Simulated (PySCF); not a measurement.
# CH2BCl2: the cost of one run

Computed with PySCF 2.14.0. Level: levels as typed in each script, gas phase, geometry from GFN2-xTB.

## Step 1: The starting structure

SMILES `[CH2]B(Cl)Cl`, 6 atoms, charge 0, spin multiplicity 2.

Bond lengths: C1–B2 1.494 Å, C1–H5 1.077 Å, C1–H6 1.077 Å, B2–Cl3 1.742 Å, B2–Cl4 1.742 Å. Angles: B2–C1–H5 122.9°, B2–C1–H6 122.9°, H5–C1–H6 114.2°, C1–B2–Cl3 121.0°, C1–B2–Cl4 121.0°, Cl3–B2–Cl4 118.0°.

Geometry (Å):

```xyz
6
charge 0, multiplicity 2
C     0.00034    1.86309    0.00000
B     0.00000    0.36949    0.00000
Cl    1.49335   -0.52725    0.00000
Cl   -1.49349   -0.52702    0.00000
H     0.90454    2.44824    0.00000
H    -0.90423    2.44837    0.00000
```

## Step 2: Density, bond paths and surface potential (B3LYP/def2-svpd)

Contents of input.py:

```python
import numpy as np
from pyscf import gto, scf, dft
from pyscf.scf import atom_ks, atom_hf
from scipy.linalg import block_diag

def solve(mol, dm0=None, hcore=None):
    mf = (dft.UKS if mol.spin else dft.RKS)(mol, xc='b3lyp')
    mf.grids.level = 3
    mf = mf.density_fit(auxbasis='def2-universal-jkfit')
    mf.conv_tol, mf.max_cycle = 1e-8, 80
    if hcore is not None:
        mf.get_hcore = lambda *args: hcore
    mf.kernel(dm0)
    if not mf.converged:
        mf = mf.newton().run(mf.mo_coeff, mf.mo_occ, max_cycle=30)
    assert mf.converged, 'SCF not converged'
    return mf

mol = gto.M(atom='''
C      0.00034     1.86309     0.00000
B      0.00000     0.36949     0.00000
Cl     1.49335    -0.52725     0.00000
Cl    -1.49349    -0.52702     0.00000
H      0.90454     2.44824     0.00000
H     -0.90423     2.44837     0.00000
''', basis='def2-svpd', charge=0, spin=1, verbose=4)
mf = solve(mol)
mf.analyze()
# spherically averaged free atoms, for the promolecule
atm = atom_ks.get_atm_nrks(mol, xc='b3lyp')
pro = block_diag(*[(atm[a[0]][2] * atm[a[0]][3]) @ atm[a[0]][2].T for a in mol._atom])
np.savez('result.npz', e=mf.e_tot, c=mf.mo_coeff, occ=mf.mo_occ, eps=mf.mo_energy, pro=pro, dip=mf.dip_moment(verbose=0), s2=mf.spin_square()[0])
```

The run is started by

```console
$ OMP_NUM_THREADS=1 python input.py
```

Q: Estimate wall time and peak memory on 1 thread of Intel Xeon Platinum 8488C (Sapphire Rapids), shared host.

About 12 s, with a peak of 0.45 GiB.
